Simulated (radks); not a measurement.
**Valence configurations of Ta**

One table from this session's results is given with a row withheld; the runs are named, their logs left out.

The numbers are computed with radks (a radial shooting solver on a logarithmic mesh, Libxc functionals) version 1 (Dirac Kohn-Sham, BLYP, spin-unpolarised, spherical densities, finite nucleus; open shells are shared between the two j in proportion to 2j + 1), except any that are marked as measured or tabulated.

**The atom as given**

```
element            : tantalum (Z = 73)
charge             : 0
electrons          : 73
configuration      : [Xe] 4f14 5d3 6s2
nuclear rms radius : 5.3507 fm
others tried       : 4f13 5d4 6s2; 4f13.5 5d3 6s2 6p0.5; 4f13 5d3 6s2 6p1; 4f14 5d3 6s1 6p1; 4f12 5d3 6s2 6p2; 4f14 5d2 6s2 6p1; 4f13.5 5d2.5 6s2 6p1; 4f14 5d2.5 6s2 6p0.5; 4f14 5d1.5 6s2 6p1.5
```

The outer shells:

Ta
```
[Xe] core
4f [↑↓][↑↓][↑↓][↑↓][↑↓][↑↓][↑↓]
5d [↑ ][↑ ][↑ ][  ][  ]
6s [↑↓]
```

The first run:

The run's settings:

```text
Z 73
configuration [Xe] 4f14 5d3 6s2
relativity Dirac
functional b88,lyp
spin unpolarised
j_filling average
nucleus finite rms 5.3507 fm
c 137.035999084
```

Steps of the session up to this table: [Xe] 4f14 5d3 6s2.

One of the session's tables, all rows but one given; the rest of the session is left out.

From the orbitals of this run (lengths in bohr):

| level | <r> | outermost maximum (interpolated) | 90 % within | nodes |
| --- | --- | --- | --- | --- |
| 5s1/2 | 1.101 | 0.989 | 1.59 | 4 |
| 5p1/2 | 1.221 | 1.06 | 1.79 | 3 |
| 5p3/2 | ? | ? | ? | ? |
| 4f5/2 | 0.6342 | 0.438 | 1.06 | 0 |
| 4f7/2 | 0.6452 | 0.444 | 1.08 | 0 |
| 6s1/2 | 3.308 | 2.76 | 4.94 | 5 |
| 5d3/2 | 2.198 | 1.56 | 3.59 | 2 |
| 5d5/2 | 2.312 | 1.61 | 3.80 | 2 |

Q: Estimate the row for 5p3/2 from the others.

**Answer.** <r>: 1.329; outermost maximum (interpolated): 1.15; 90 % within: 1.95; nodes: 3. In the column «<r>» it lies between 5p1/2 (1.221) and 5d3/2 (2.198).
